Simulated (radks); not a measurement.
**Dipole-allowed lines with 54 electrons: Cs⁺, Ba²⁺, La³⁺**

The task here is to estimate one member of a computed series from the others.

Program: radks (a radial shooting solver on a logarithmic mesh, Libxc functionals) version 1. Level of theory: scalar-relativistic Kohn-Sham, exchange-only LDA, spin-unpolarised, spherical densities, finite nucleus. These are calculated values, not measurements, unless marked.

## The system

```
species : Cs⁺ ([Xe]), Ba²⁺ ([Xe]), La³⁺ ([Xe])
```

Set-up of the first run:

Settings of this run:

```text
Z 55
configuration [Xe] 6s0 4f0 5d0 6p0
relativity scalar-relativistic
functional lda,
spin unpolarised
nucleus finite rms 4.8041 fm
c 137.035999084
response adiabatic LDA kernel, real frequencies
```

On the command line:

```console
> python run_ks.py task.json out
```

The same process makes all the runs of this session.

Steps of the session up to this table: Cs⁺, [Xe].

One table of the session follows, with a row left open; its other results are not shown here.

It belongs to the step «Cs⁺, [Xe]». Radial moments (bohr):

```
level     <r>  outermost maximum (interpolated)  90 % within  nodes
   4p  0.7402                             0.673         1.08      2
   4d       ?                                 ?            ?      ?
   5s   1.738                              1.54         2.52      4
   5p   2.084                              1.78         3.09      3
   6s   4.854                              4.22         7.09      5
   5d   3.968                              2.96         6.36      2
   6p   6.539                              5.56         9.70      4
   4f   16.95                              15.1         24.9      0
```

Q: Estimate the row for 4d from the others.

The run gave: <r>: 0.8381; outermost maximum (interpolated): 0.721; 90 % within: 1.27; nodes: 1. In the column «<r>» it lies between 4p (0.7402) and 5s (1.738).
